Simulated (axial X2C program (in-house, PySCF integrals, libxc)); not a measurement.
**A two-component session on AgNa⁺: properties at the nuclei**

Wanted for AgNa⁺: properties at the nuclei, at the two-component level.

Computed with an in-house X2C program for linear molecules on PySCF integrals. Level: two-component X2C with atomic mean-field terms, Ag dyall-cv3z, Na dyall-cv3z.

All values are calculated.

### 1 The job

task.json

```json
{"zs": [47, 11], "q": 1, "bas": ["dyall-cv3z", "dyall-cv3z"], "r0": 2.83, "levels": ["PBE0", "HF", "TPSSh", "PBE50", "B3LYP"], "nst": 3}
```

Keys: zs atomic numbers; q charge; bas basis sets; r0 starting distance in Å; levels methods (HF also brings MP2); nst determinants followed.

Started as:

```sh
$ python soeom.py task.json out
```

Nuclei are Gaussian, cores are contracted, and the Gaunt term is on.

### 2 Expectation values, lowest determinant

R = 3.113 Å. State: Ω = 1/2 (excess of +ω over −ω: ω = 1/2).

Output of the PBE0 run:

```text
two-component X2C + atomic mean field  PBE0
basis functions 222  fitting functions 983  grid points 5088
iter        total energy     max residual
   1      -5475.121730958     4.70e-05
   2      -5475.121730958     6.05e-06
converged
one-electron -7716.70542963  Coulomb 2321.04600248  exact exchange -40.47884617  xc functional -124.02644611  nuclear repulsion 87.88455446  atomic mean-field constant -2.84156600
```

The highest occupied spinor is 62% Ag s, 18% Na s, 13% Na p.

```tsv
level	Eeff magnitude (GV/cm)	Ws magnitude Ag (kHz)	A∥/gI Ag (MHz)	qzz Ag (a.u.)	A∥/gI Na (MHz)	qzz Na (a.u.)
PBE0	3.81	4.19	6670	0.06	151	-0.06
HF	4.51	5.03	5090	-0.29	173	-0.08
TPSSh	3.79	4.17	6860	0.08	144	-0.06
PBE50	4.29	4.72	6310	-0.05	153	-0.07
B3LYP	3.54	3.84	6880	0.12	160	-0.06
```

Eeff is the effective electric field on the electron dipole moment in this Ω state and Ws the scalar–pseudoscalar constant (defined with the proton number Z and per Ω); A∥ is the parallel hyperfine constant, which follows by multiplying with the nuclear g factor gI = μI/(I μN); qzz is the electric field gradient, eQq0 = 234.96 MHz × Q/barn × qzz. The operators were transformed with the bare-nucleus X2C matrices.

### 3 Summary of results

```
                    quantity                                    value
          lowest determinant  Ω = 1/2 (excess of +ω over −ω: ω = 1/2)
Eeff magnitude (GV/cm), PBE0                                     3.81
 Ws magnitude Ag (kHz), PBE0                                     4.19
        A∥/gI Ag (MHz), PBE0                                     6670
         qzz Ag (a.u.), PBE0                                     0.06
```

In the first state, the effective field runs from 3.54 to 4.51 GV/cm over the mean-field levels. The expectation values come from single determinants, which for open shells can mix terms of unlike spin or miss the lowest Ω, so a determinant need not be a state. Eeff is the effective electric field on the electron dipole moment in this Ω state and Ws the scalar–pseudoscalar constant (defined with the proton number Z and per Ω); A∥ is the parallel hyperfine constant, which follows by multiplying with the nuclear g factor gI = μI/(I μN); qzz is the electric field gradient, eQq0 = 234.96 MHz × Q/barn × qzz. The operators were transformed with the bare-nucleus X2C matrices.
